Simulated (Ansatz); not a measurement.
**BSiH3ClO (SMILES [SiH3]O[B]Cl) at UHF/cc-pVDZ**

What is the vertical ionisation energy of BSiH3ClO at UHF/cc-pVDZ? 

The calculation is run with Ansatz 0.2.0.

128 further runs of the same task are left out: 128 set aside as unsound or not needed.

### Step 1. Starting point

BSiH3ClO has 7 atoms, charge 0, and is taken as a doublet. SMILES: `[SiH3]O[B]Cl`. The shape is that of a PBE0-D4/def2-TZVP optimisation. This is one conformer, not always the lowest.

Bond lengths: Si1–O2 1.667 Å, O2–B3 1.324 Å, B3–Cl4 1.747 Å, Si1–H5 1.480 Å, Si1–H6 1.482 Å, Si1–H7 1.480 Å. Angles: Si1–O2–B3 133.9°, O2–B3–Cl4 123.5°, O2–Si1–H5 107.1°, O2–Si1–H6 109.9°, O2–Si1–H7 107.2°, H5–Si1–H6 110.9°, H5–Si1–H7 110.6°, H6–Si1–H7 110.9°.

### Step 2. A single-point energy at UHF/cc-pVDZ

Contents of run.yaml:

```yaml
crystal:
  periodic: [false, false, false]
  atoms:
    - {symbol: Si, position_ang: [-0.573000, 0.775400, 0.374800]}
    - {symbol: O, position_ang: [0.044900, -0.648400, -0.233600]}
    - {symbol: B, position_ang: [1.256200, -1.042100, -0.596600]}
    - {symbol: Cl, position_ang: [1.605000, -2.636800, -1.219100]}
    - {symbol: H, position_ang: [-1.201300, 0.456800, 1.676100]}
    - {symbol: H, position_ang: [0.515600, 1.766600, 0.541200]}
    - {symbol: H, position_ang: [-1.586300, 1.260400, -0.588400]}
basis:
  gaussian: {orbitals: cc-pVDZ}
output: {orbitals: {seedname: orbitals}}
magnetization: {spin_polarized: true, initial_magnetization: 1}
accuracy: high
hamiltonian: {xc: hf}
total_charge: 0
```

The run is started by

```sh
$ ansatz run run.yaml --threads 1 --pin off --max-ram 3480MiB --events-out events.jsonl --progress --plain --runs-dir runs
```

Log:

```text
Warning: RAYON_NUM_THREADS=1 ignored (pool sized by the plan → 1); use --threads N
Functional definition: HF
  name "HF"
  exchange = exact_x
  correlation = 0
1786 factors; integrals over basis functions are off by at most 6.3e-9 eV
mean field evaluation 1: about -23121.2893 eV, gradient 2.2e1 eV
mean field evaluation 2: about -23121.3633 eV, gradient 2.2e1 eV
mean field evaluation 4: about -23124.1252 eV, gradient 2.9e0 eV
mean field evaluation 8: about -23124.2621 eV, gradient 1.9e-1 eV
mean field evaluation 16: about -23124.2629 eV, gradient 4.6e-7 eV
mean field -23124.26291238 eV, -849.8009878416 hartree, gradient 2.1e-8 eV, S^2 0.754357; 0 other end points of the search recorded, 0 dependent functions left out
reference -23124.26291238 eV, -849.8009878416 hartree; 24, 23 occupied and 55, 56 virtual orbitals, 1786 factors
Total energy: -23124.26291238 eV, -849.8009878416 hartree
```

Run time: 2.8 s. Hardware: 1 thread of Arm Neoverse V2, shared host; peak memory 0.27 GiB.

### Step 3. The singlet cation, same level

Contents of in.yaml:

```yaml
crystal:
  periodic: [false, false, false]
  atoms:
    - {symbol: Si, position_ang: [-0.573000, 0.775400, 0.374800]}
    - {symbol: O, position_ang: [0.044900, -0.648400, -0.233600]}
    - {symbol: B, position_ang: [1.256200, -1.042100, -0.596600]}
    - {symbol: Cl, position_ang: [1.605000, -2.636800, -1.219100]}
    - {symbol: H, position_ang: [-1.201300, 0.456800, 1.676100]}
    - {symbol: H, position_ang: [0.515600, 1.766600, 0.541200]}
    - {symbol: H, position_ang: [-1.586300, 1.260400, -0.588400]}
basis:
  gaussian:
    orbitals: cc-pVDZ
total_charge: 1
hamiltonian:
  xc: hf
accuracy: high
output:
  orbitals: {seedname: orbitals}
```

The run is started by

```sh
$ ansatz run in.yaml --threads 1 --pin off --max-ram 3480MiB --events-out events.jsonl --progress --plain --runs-dir runs
```

Log:

```text
Warning: RAYON_NUM_THREADS=1 ignored (pool sized by the plan → 1); use --threads N
[... 4 set-up lines as earlier in the session ...]
1786 factors; integrals over basis functions are off by at most 6.3e-9 eV
mean field evaluation 1: about -23111.0473 eV, gradient 4.8e1 eV
mean field evaluation 2: about -23111.1176 eV, gradient 4.8e1 eV
mean field evaluation 4: about -23115.9738 eV, gradient 3.0e0 eV
mean field evaluation 8: about -23116.0262 eV, gradient 2.2e-1 eV
mean field evaluation 16: about -23116.0265 eV, gradient 1.9e-8 eV
mean field -23116.02651547 eV, -849.4983058378 hartree, gradient 1.9e-8 eV, S^2 0.000000; 0 other end points of the search recorded, 0 dependent functions left out
reference -23116.02651547 eV, -849.4983058378 hartree; 23, 23 occupied and 56, 56 virtual orbitals, 1786 factors
Total energy: -23116.02651547 eV, -849.4983058378 hartree
```

It took 2.1 s on 1 thread of Arm Neoverse V2, shared host; peak memory 0.21 GiB.

### Step 4. Outcome

At UHF/cc-pVDZ:

```
                                            quantity          value
                      doublet BSiH3ClO: total energy  -849.80099 Eh
doublet BSiH3ClO: HOMO energy (highest over α and β)       -9.42 eV
 doublet BSiH3ClO: LUMO energy (lowest over α and β)        2.56 eV
                              doublet BSiH3ClO: ⟨S²⟩          0.754
                        singlet cation: total energy  -849.49831 Eh
                         singlet cation: HOMO energy      -17.69 eV
                         singlet cation: LUMO energy       -6.93 eV
                       singlet cation: HOMO–LUMO gap       10.76 eV
  vertical ionisation energy (to the singlet cation)       8.236 eV
```

**Reading.** The vertical ionisation energy comes to 8.24 eV (190 kcal/mol). Only the singlet of the ionised species was computed; a triplet could lie lower.
